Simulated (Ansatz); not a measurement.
**CH5BrO2Si: a ladder of functionals and wavefunction methods**

How much do the methods differ for CH5BrO2Si? The plan is to run it at one geometry with functionals of several rungs and with coupled cluster. The yardstick is the atomisation energy at the CCSD(T) limit.

Computed with Ansatz 0.2.0, Gaussian basis. Level: functionals in def2-TZVPP, the program's frozen cores in correlated methods.

Levels to be run: PBE-D4, r2SCAN-D4, PBE0-D4, B3LYP-D4, ωB97X-V, ωB97M-V, B2PLYP; CCSD(T)/def2-TZVPP; MP2/def2-QZVPP; extrapolation to the limit.

## 1. The geometry

An earlier PBE0-D4 in a triple-zeta def2 set relaxation fixed the geometry.

SMILES `CO[SiH](O)Br`, 10 atoms, charge 0, spin multiplicity 1.

Atoms are counted from 1 here; the program's logs count them from 0.

Bond lengths: C1–O2 1.412 Å, C1–H6 1.095 Å, C1–H7 1.094 Å, C1–H8 1.090 Å, O2–Si3 1.622 Å, Si3–O4 1.621 Å, Si3–Br5 2.230 Å, Si3–H9 1.472 Å, O4–H10 0.959 Å. Angles: O2–C1–H6 111.2°, O2–C1–H7 111.1°, O2–C1–H8 107.9°, H6–C1–H7 108.9°, H6–C1–H8 108.7°, H7–C1–H8 109.0°, C1–O2–Si3 126.7°, O2–Si3–O4 109.4°, O2–Si3–Br5 108.1°, O2–Si3–H9 113.3°, O4–Si3–Br5 111.1°, O4–Si3–H9 107.2°, Br5–Si3–H9 107.7°, Si3–O4–H10 118.5°.

Geometry (Å):

```
C    -0.6350   -1.5045    0.2391
O    -0.5050   -0.2806   -0.4525
Si    0.6552    0.8337   -0.2418
O     0.2987    2.1531   -1.1134
Br    0.7680    1.3123    1.9329
H     0.2156   -2.1641    0.0400
H    -0.7113   -1.3401    1.3179
H    -1.5451   -1.9921   -0.1115
H     1.9878    0.3765   -0.6692
H    -0.5290    2.6058   -0.9415
```

## 2. PBE-D4 (GGA)

in.yaml

```yaml
crystal:
  periodic: [false, false, false]
  atoms:
    - {symbol: C, position_ang: [-0.635006, -1.504511, 0.239130]}
    - {symbol: O, position_ang: [-0.504965, -0.280615, -0.452488]}
    - {symbol: Si, position_ang: [0.655158, 0.833650, -0.241784]}
    - {symbol: O, position_ang: [0.298731, 2.153116, -1.113378]}
    - {symbol: Br, position_ang: [0.767986, 1.312342, 1.932884]}
    - {symbol: H, position_ang: [0.215603, -2.164121, 0.040046]}
    - {symbol: H, position_ang: [-0.711298, -1.340080, 1.317884]}
    - {symbol: H, position_ang: [-1.545054, -1.992143, -0.111525]}
    - {symbol: H, position_ang: [1.987838, 0.376543, -0.669215]}
    - {symbol: H, position_ang: [-0.528983, 2.605818, -0.941544]}
basis:
  gaussian: {orbitals: def2-TZVPP}
hamiltonian: {xc: pbe, dispersion: d4}
output: {forces: true, orbitals: {seedname: orbitals}}
```

Run with:

```bash
ansatz run in.yaml --threads 2 --pin off --events-out ev --progress --plain --max-ram 32768MiB --backend cpu
```

After this run come: r2SCAN-D4 (meta-GGA); PBE0-D4 (hybrid); B3LYP-D4 (hybrid); ωB97X-V (range-separated); ωB97M-V (range-separated); B2PLYP (double hybrid); CCSD(T) in def2-TZVPP; MP2 in def2-QZVPP.

Before running them: what should the planned runs give, taken together? Wanted: atomisation energy, CCSD(T)/CBS; farthest; mean size of error, hybrid; mean size of error, range-separated; gap, smallest and largest; T1 diagnostic; triples share of the correlation energy.

As calculated:

| quantity | value |
| --- | --- |
| atomisation energy, CCSD(T)/CBS | 898.9 kcal/mol |
| functionals within 9.0 kcal/mol (1.0 %) | PBE-D4, r2SCAN-D4, ωB97X-V, ωB97M-V |
| farthest | B2PLYP (-16.6 kcal/mol) |
| mean size of error, hybrid | 10.9 kcal/mol |
| mean size of error, range-separated | 3.8 kcal/mol |
| gap, smallest and largest | 6.81 eV (PBE-D4), 13.50 eV (ωB97X-V) |
| T1 diagnostic | 0.0098 |
| triples share of the correlation energy | 3.4 % |

**Reading.** PBE-D4 is off by +5.2 kcal/mol. Double hybrids carry the basis error of their MP2 part in triple zeta, and no dispersion term here, so their miss is partly the set-up's. Misses under about 9.0 kcal/mol are within the doubt on the reference itself, which lacks core-valence correlation, relativity and higher excitations, and its outer-core shells are covered unevenly. All levels share the lack of spin-orbit coupling, which lowers the free heavy atoms and so the true binding. Hartree-Fock recovers 72 % of the binding; the rest is correlation. Orbital gaps span 6.8 to 13.5 eV; exact exchange widens them. Correlated methods include outer-core shells of Br, which these sets cover unevenly.
